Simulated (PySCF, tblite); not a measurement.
# C₅H₂NOSe−: excited states, first hyperpolarisability

Aim: compute the excited states, first hyperpolarisability of C₅H₂NOSe− (`N#Cc1ccc([O-])[se]1`).

Computed with tblite 0.8.0 and PySCF 2.14.0 and routines of our own; the level stands in each step. Atoms count from 0.

### 1 The system as given

10 atoms, charge -1, multiplicity 1; geometry from: force field or distance geometry start.

### 2 Relaxing the molecule with GFN2-xTB

What the job is given:

```
{"job": {"kind": "relax", "xc": "GFN2-xTB", "basis": "xTB"}, "charge": -1, "multiplicity": 1}
N      3.673500     0.229400     0.073400
C      2.484200     0.257600    -0.008100
C      1.044900     0.300600    -0.082800
C      0.148900    -0.653300     0.278300
C     -1.153800    -0.513500     0.171400
C     -1.724700     0.618400    -0.348500
O     -3.063500     0.910200    -0.534000
Se    -0.120000     1.821200    -0.782100
H      0.593000    -1.625300     0.719500
H     -1.873600    -1.340700     0.490400
```

Started as:

```bash
OMP_NUM_THREADS=1 python excited_run.py task.json out
```

One launch serves the whole session: the jobs run in the order shown.

Standard output:

```text
step      E/eV     max force
  0    -599.54899    7.208
  1    -600.38239    6.823
  2    -600.45246    5.881
  3    -600.65811    2.607
  4    -600.74454    1.707
  5    -600.79881    0.956
  6    -600.87336    0.620
  7    -600.89563    0.554
  8    -600.92203    0.324
  9    -600.93003    0.179
 10    -600.93272    0.124
 11    -600.93422    0.128
 12    -600.93560    0.138
 13    -600.93663    0.116
 14    -600.93737    0.087
 15    -600.93790    0.078
 16    -600.93847    0.081
 17    -600.93920    0.082
 18    -600.93997    0.092
 19    -600.94057    0.077
 20    -600.94104    0.074
 21    -600.94153    0.076
 22    -600.94209    0.071
 23    -600.94251    0.050
 24    -600.94266    0.031
 25    -600.94271    0.021
 26    -600.94274    0.017
 27    -600.94278    0.016
 28    -600.94280    0.010
 29    -600.94281    0.006
```

Wall time 0.17 s (1 thread of Arm Neoverse V1, shared host).

Step by step:

| step | energy from step 0 (eV) | largest force (eV/Å) |
| --- | --- | --- |
| 0 | 0.0000 | 7.2079 |
| 1 | -0.8334 | 6.8231 |
| 2 | -0.9035 | 5.8811 |
| 3 | -1.1091 | 2.6065 |
| 4 | -1.1956 | 1.7071 |
| 5 | -1.2498 | 0.9557 |
| 6 | -1.3244 | 0.6196 |
| 7 | -1.3466 | 0.5538 |
| 8 | -1.3730 | 0.3243 |
| 9 | -1.3810 | 0.1792 |
| 10 | -1.3837 | 0.1239 |
| 11 | -1.3852 | 0.1276 |
| 12 | -1.3866 | 0.1381 |
| 13 | -1.3876 | 0.1163 |
| 14 | -1.3884 | 0.0870 |
| 15 | -1.3889 | 0.0777 |
| 16 | -1.3895 | 0.0810 |
| 17 | -1.3902 | 0.0819 |
| 18 | -1.3910 | 0.0921 |
| 19 | -1.3916 | 0.0774 |
| 20 | -1.3921 | 0.0737 |
| 21 | -1.3925 | 0.0757 |
| 22 | -1.3931 | 0.0714 |
| 23 | -1.3935 | 0.0503 |
| 24 | -1.3937 | 0.0307 |
| 25 | -1.3937 | 0.0212 |
| 26 | -1.3937 | 0.0169 |
| 27 | -1.3938 | 0.0160 |
| 28 | -1.3938 | 0.0101 |
| 29 | -1.3938 | 0.0065 |

Distances of close pairs at the start and the end, largest changes first:

```csv
bond,before (Å),after (Å),change (Å)
C5–O6,1.383,1.216,-0.167
C2–Se7,2.039,1.918,-0.122
C3–C4,1.315,1.388,+0.074
C3–H8,1.156,1.082,-0.074
C1–C2,1.442,1.376,-0.066
C4–H9,1.142,1.080,-0.062
N0–C1,1.192,1.159,-0.034
C2–C3,1.358,1.378,+0.021
```

The next job starts from the end point, and lists it.

### 3 Harmonic vibrations with GFN2-xTB

What the job is given:

```
{"job": {"kind": "ir", "xc": "GFN2-xTB", "basis": "xTB"}, "charge": -1, "multiplicity": 1}
N      3.516785     0.324966     0.018729
C      2.359310     0.328662    -0.035629
C      0.984379     0.296215    -0.084112
C      0.176994    -0.743636     0.324490
C     -1.196362    -0.586753     0.194209
C     -1.681681     0.603750    -0.336716
O     -2.799867     1.022060    -0.566113
Se    -0.061668     1.755754    -0.757063
H      0.612789    -1.647030     0.731343
H     -1.901796    -1.349333     0.488334
```

Standard output:

```text
mode    cm-1     km/mol
  1      82.9      9.67
  2     123.2      9.95
  3     220.9      0.30
  4     271.1      1.61
  5     353.0      6.80
  6     406.8      0.91
  7     419.9      5.29
  8     469.8     17.66
  9     493.7     57.66
 10     552.7     16.85
 11     582.8      4.06
 12     689.3      3.25
 13     707.4     21.90
 14     831.4      1.73
 15    1016.3     70.92
 16    1093.7     56.48
 17    1160.2     29.02
 18    1250.3     15.28
 19    1410.1     14.45
 20    1514.0    374.75
 21    1736.5   1138.32
 22    2296.5    685.72
 23    3039.4     67.58
 24    3069.3    114.14
```

Run time: 0.28 s. Hardware: 1 thread of Arm Neoverse V1, shared host.

The strongest bands and the atoms that carry them (share of the mass-weighted mode):

```
cm⁻¹  km/mol                               atoms
 494    57.7           C5 47 %, O6 27 %, C4 16 %
1016    70.9  H8 19 %, C2 18 %, C3 16 %, C4 14 %
1094    56.5  H9 35 %, C5 20 %, C4 15 %, C2 13 %
1514   374.8                    C3 50 %, C2 37 %
1736  1138.3                    C5 66 %, O6 29 %
2296   685.7                    C1 62 %, N0 37 %
3039    67.6                             H8 88 %
3069   114.1                             H9 87 %
```

### 4 Excited states: TDA CAM-B3LYP/aug-cc-pVDZ

Settings changed since step 3:

```diff
@@ -1,2 +1,2 @@
-{"job": {"kind": "ir", "xc": "GFN2-xTB", "basis": "xTB"}, "charge": -1, "multiplicity": 1}
+{"job": {"kind": "states", "xc": "CAM-B3LYP", "basis": "aug-cc-pVDZ", "tda": true, "soc": true, "nstates": 8, "ntriplets": 4, "nquad": 4}, "charge": -1, "multiplicity": 1}
 N      3.516785     0.324966     0.018729
```

With the program's defaults for keys left out, this is: TDA CAM-B3LYP/aug-cc-pVDZ excited states, vertical, gas phase, spin-orbit mean-field couplings.

Standard output:

```text
coarse grid: 48480 points
cycle   1  E = -2723.1141543571  dE =  7.687e-01  |g| = 8.891e-01  |ddm| = 1.609e+01
cycle   2  E = -2722.6777684933  dE =  4.364e-01  |g| = 1.740e+00  |ddm| = 7.605e+00
cycle   3  E = -2723.2835115323  dE = -6.057e-01  |g| = 1.449e-01  |ddm| = 4.454e+00
cycle   4  E = -2723.2880048913  dE = -4.493e-03  |g| = 8.201e-02  |ddm| = 7.044e-01
cycle   5  E = -2723.2896612442  dE = -1.656e-03  |g| = 2.269e-02  |ddm| = 3.732e-01
cycle   6  E = -2723.2897961562  dE = -1.349e-04  |g| = 8.193e-03  |ddm| = 1.359e-01
cycle   7  E = -2723.2898172819  dE = -2.113e-05  |g| = 3.621e-03  |ddm| = 3.526e-02
cycle   8  E = -2723.2898222425  dE = -4.961e-06  |g| = 1.285e-03  |ddm| = 1.710e-02
final grid: 102064 points
cycle   9  E = -2723.2898292636  dE = -4.149e-07  |g| = 1.848e-03  |ddm| = 1.538e-02
cycle  10  E = -2723.2898279909  dE =  1.273e-06  |g| = 3.208e-03  |ddm| = 1.356e-02
cycle  11  E = -2723.2898301863  dE = -2.195e-06  |g| = 2.471e-04  |ddm| = 8.870e-03
cycle  12  E = -2723.2898302166  dE = -3.023e-08  |g| = 1.477e-04  |ddm| = 1.111e-03
cycle  13  E = -2723.2898302390  dE = -2.241e-08  |g| = 8.279e-05  |ddm| = 1.370e-03
cycle  14  E = -2723.2898302411  dE = -2.159e-09  |g| = 1.155e-05  |ddm| = 3.748e-04
cycle  15  E = -2723.2898302412  dE = -5.411e-11  |g| = 6.903e-06  |ddm| = 5.791e-05
converged SCF energy = -2723.2898302412

Singlet excitations
state   eV       nm        f     d(h-e)  d(exc)  Lambda  PR(NTO)  |dmu|/D   mu/D   main configurations
  1   3.4683   357.5   0.00598   2.505   5.138   0.175   1.014   11.712   11.696   H->L 0.91
  2   3.6462   340.0   0.00030   1.177   3.620   0.309   1.023    3.349    3.316   H->L+4 0.60, H->L+3 0.13, H->L+7 0.09
  3   3.9921   310.6   0.19011   0.410   3.411   0.666   1.339    1.333    2.482   H->L+2 0.84
  4   4.0714   304.5   0.00171   2.490   5.567   0.145   1.021   11.791   11.815   H->L+1 0.89
  5   4.3071   287.9   0.00224   1.464   4.745   0.260   1.062                     H->L+3 0.62, H->L+4 0.12
  6   4.7401   261.6   0.00606   0.230   3.929   0.325   1.788                     H->L+9 0.23, H-2->L+2 0.21, H->L+5 0.19
  7   4.7729   259.8   0.00011   1.007   3.518   0.346   1.619                     H-2->L+2 0.65
  8   4.9259   251.7   0.00014   0.760   3.688   0.306   1.741                     H-1->L+4 0.40, H->L+5 0.12, H-1->L+3 0.10

Triplet excitations (Tamm-Dancoff)
state   eV     d(h-e)  d(exc)  Lambda  PR(NTO)   main configurations
  1   2.5428   0.211   3.163   0.690   1.025   H->L+2 0.88, H->L+6 0.09
  2   3.3932   0.616   3.648   0.296   1.045   H->L+4 0.50, H->L 0.14, H->L+7 0.11
  3   3.4754   1.985   4.949   0.191   1.041   H->L 0.79
  4   4.0365   1.839   5.188   0.179   1.056   H->L+1 0.71, H->L+9 0.09, H->L+3 0.09
S1 - T1 = 0.9255 eV

Spin-orbit couplings |<S|Hso|T>| (cm-1)
             T1       T2       T3       T4
S0        2.525  316.747  126.331   84.659
S1       24.196   32.644   20.886    5.401
S2      103.917   15.716   39.255   53.142
S3        0.173  136.314   26.485   61.218
S4       17.265   31.105   18.473    4.695
S5       13.280   21.171    9.549    6.594
S6       66.906   86.867   24.780   19.599
S7      115.659   45.375   12.300   14.630
S8       15.546   22.532    2.507    7.806
T1 sublevels (cm-1): 0.000 0.642 0.713   radiative rates (1/s): 36 0.23 49.3
```

It took 53 s on 1 thread of Arm Neoverse V1, shared host; peak memory 1 GiB.

Key values:

```
  quantity    value
S1 less T1  0.93 eV
```

### 5 Excited states: TDDFT B3LYP/aug-cc-pVDZ

Settings changed since step 4:

```diff
@@ -1,2 +1,2 @@
-{"job": {"kind": "states", "xc": "CAM-B3LYP", "basis": "aug-cc-pVDZ", "tda": true, "soc": true, "nstates": 8, "ntriplets": 4, "nquad": 4}, "charge": -1, "multiplicity": 1}
+{"job": {"kind": "states", "xc": "B3LYP", "basis": "aug-cc-pVDZ", "tpa": true, "nstates": 6, "nquad": 5, "ntriplets": 0}, "charge": -1, "multiplicity": 1}
 N      3.516785     0.324966     0.018729
```

Method: TDDFT B3LYP/aug-cc-pVDZ excited states, vertical, gas phase, two-photon moments by quadratic response.

Standard output:

```text
coarse grid: 48480 points
cycle   1  E = -2723.1874164414  dE =  5.938e-01  |g| = 8.870e-01  |ddm| = 1.695e+01
cycle   2  E = -2721.9836275365  dE =  1.204e+00  |g| = 2.417e+00  |ddm| = 1.160e+01
cycle   3  E = -2723.3217012060  dE = -1.338e+00  |g| = 3.594e-01  |ddm| = 9.637e+00
cycle   4  E = -2723.3499203939  dE = -2.822e-02  |g| = 2.074e-01  |ddm| = 1.719e+00
cycle   5  E = -2723.3599841163  dE = -1.006e-02  |g| = 8.431e-02  |ddm| = 9.401e-01
cycle   6  E = -2723.3616505026  dE = -1.666e-03  |g| = 2.846e-02  |ddm| = 3.555e-01
cycle   7  E = -2723.3618873909  dE = -2.369e-04  |g| = 9.633e-03  |ddm| = 1.009e-01
cycle   8  E = -2723.3619105448  dE = -2.315e-05  |g| = 3.387e-03  |ddm| = 2.991e-02
cycle   9  E = -2723.3619128599  dE = -2.315e-06  |g| = 1.224e-03  |ddm| = 1.072e-02
final grid: 102064 points
cycle  10  E = -2723.3619171287  dE =  1.889e-06  |g| = 2.980e-03  |ddm| = 2.698e-02
cycle  11  E = -2723.3619033964  dE =  1.373e-05  |g| = 7.884e-03  |ddm| = 2.707e-02
cycle  12  E = -2723.3619193771  dE = -1.598e-05  |g| = 5.212e-04  |ddm| = 1.903e-02
cycle  13  E = -2723.3619194349  dE = -5.777e-08  |g| = 6.192e-05  |ddm| = 1.254e-03
cycle  14  E = -2723.3619194358  dE = -8.968e-10  |g| = 1.366e-05  |ddm| = 2.148e-04
converged SCF energy = -2723.3619194358

Singlet excitations
state   eV       nm        f     d(h-e)  d(exc)  Lambda  PR(NTO)  |dmu|/D   mu/D   delta(TPA)   sigma/GM   main configurations
  1   3.1079   398.9   0.00449   2.780   5.347   0.204   1.002   12.826   12.784       69.04      0.244   H->L 0.99
  2   3.3537   369.7   0.00015   1.451   3.789   0.405   1.007    4.205    4.078        3.49      0.014   H->L+3 0.94
  3   3.6755   337.3   0.00091   2.766   5.810   0.192   1.003   12.985   13.073      162.40      0.804   H->L+2 0.95
  4   3.7182   333.5   0.12964   0.504   3.577   0.712   1.354    1.238    2.597       95.29      0.483   H->L+1 0.90
  5   3.9100   317.1   0.00204   1.934   4.947   0.279   1.012    7.037    7.292      296.48      1.661   H->L+4 0.93
  6   4.4292   279.9   0.00336   0.322   4.279   0.348   1.652                                            H->L+5 0.35, H->L+7 0.26, H-1->L+1 0.24
```

It took 41 s on 1 thread of Arm Neoverse V1, shared host; peak memory 0.93 GiB.

### 6 First hyperpolarisability: quadratic response CAM-B3LYP/aug-cc-pVDZ

Settings changed since step 5:

```diff
@@ -1,2 +1,2 @@
-{"job": {"kind": "states", "xc": "B3LYP", "basis": "aug-cc-pVDZ", "tpa": true, "nstates": 6, "nquad": 5, "ntriplets": 0}, "charge": -1, "multiplicity": 1}
+{"job": {"kind": "beta", "xc": "CAM-B3LYP", "basis": "aug-cc-pVDZ", "wavelengths": [1064, 800]}, "charge": -1, "multiplicity": 1}
 N      3.516785     0.324966     0.018729
```

Method: quadratic response CAM-B3LYP/aug-cc-pVDZ first hyperpolarisability, Taylor convention, gas phase.

Standard output:

```text
coarse grid: 48480 points
cycle   1  E = -2723.1141543571  dE =  7.687e-01  |g| = 8.891e-01  |ddm| = 1.609e+01
cycle   2  E = -2722.6777684933  dE =  4.364e-01  |g| = 1.740e+00  |ddm| = 7.605e+00
cycle   3  E = -2723.2835115323  dE = -6.057e-01  |g| = 1.449e-01  |ddm| = 4.454e+00
cycle   4  E = -2723.2880048913  dE = -4.493e-03  |g| = 8.201e-02  |ddm| = 7.044e-01
cycle   5  E = -2723.2896612442  dE = -1.656e-03  |g| = 2.269e-02  |ddm| = 3.732e-01
cycle   6  E = -2723.2897961562  dE = -1.349e-04  |g| = 8.193e-03  |ddm| = 1.359e-01
cycle   7  E = -2723.2898172819  dE = -2.113e-05  |g| = 3.621e-03  |ddm| = 3.526e-02
cycle   8  E = -2723.2898222425  dE = -4.961e-06  |g| = 1.285e-03  |ddm| = 1.710e-02
final grid: 102064 points
cycle   9  E = -2723.2898292636  dE = -4.149e-07  |g| = 1.848e-03  |ddm| = 1.538e-02
cycle  10  E = -2723.2898279909  dE =  1.273e-06  |g| = 3.208e-03  |ddm| = 1.356e-02
cycle  11  E = -2723.2898301863  dE = -2.195e-06  |g| = 2.471e-04  |ddm| = 8.870e-03
cycle  12  E = -2723.2898302166  dE = -3.023e-08  |g| = 1.477e-04  |ddm| = 1.111e-03
cycle  13  E = -2723.2898302390  dE = -2.241e-08  |g| = 8.279e-05  |ddm| = 1.370e-03
cycle  14  E = -2723.2898302411  dE = -2.159e-09  |g| = 1.155e-05  |ddm| = 3.748e-04
cycle  15  E = -2723.2898302412  dE = -5.411e-11  |g| = 6.903e-06  |ddm| = 5.791e-05
converged SCF energy = -2723.2898302412

Lowest singlets (eV, f): 3.4659 0.0056  3.6251 0.0004  3.8068 0.1614

First hyperpolarisability (au)
process     nm      |vector|   parallel      HRS      DR
static         -      615.20     346.05     299.47   3.325
shg       1064.0      832.98     475.69     410.62   3.233
eope      1064.0      670.06     378.22          -       -
shg        800.0     1272.73     748.24     635.72   2.925
eope       800.0      721.72     408.83          -       -
```

It took 48 s on 1 thread of Arm Neoverse V1, shared host; peak memory 1 GiB.

### 7 Results

| quantity | value |
| --- | --- |
| strongest single infrared mode (GFN2-xTB) | 1736 cm⁻¹, 1138 km/mol |
| zero-point energy (GFN2-xTB) | 34.0 kcal/mol |
| S1 less T1 (step 4, TDA CAM-B3LYP/aug-cc-pVDZ) | 0.93 eV |
| β vector (step 6, quadratic response CAM-B3LYP/aug-cc-pVDZ) | static 615, SHG 1064.0 nm 833, SHG 800.0 nm 1273 au |

No mode is imaginary among the 24: a minimum at this level. The strongest single mode, at 1736 cm⁻¹, moves mainly C5. Unscaled tight-binding wavenumbers are off by several per cent, some by more. Its intensities can rank the bands wrongly. Scalar relativity is left out for the heavy atoms. The anion's LUMO lies above zero, so it is an unbound level set by the basis, and the orbital gap is no excitation or fundamental gap. For an anion in the gas phase, states above the energy of detachment are held by the basis alone, so excitations and responses hang on it. In step 4, the number of triplets below S1 is 2, and the largest singlet-triplet spin-orbit coupling is S0–T2, 316.75 cm⁻¹. Steps that list no spin-orbit terms leave them out, which matters at and beside the heavy atoms. β grows from 615 au (static) to 1273 au for doubling at 800.0 nm: normal dispersion, which grows as twice the photon energy moves toward the bright states.
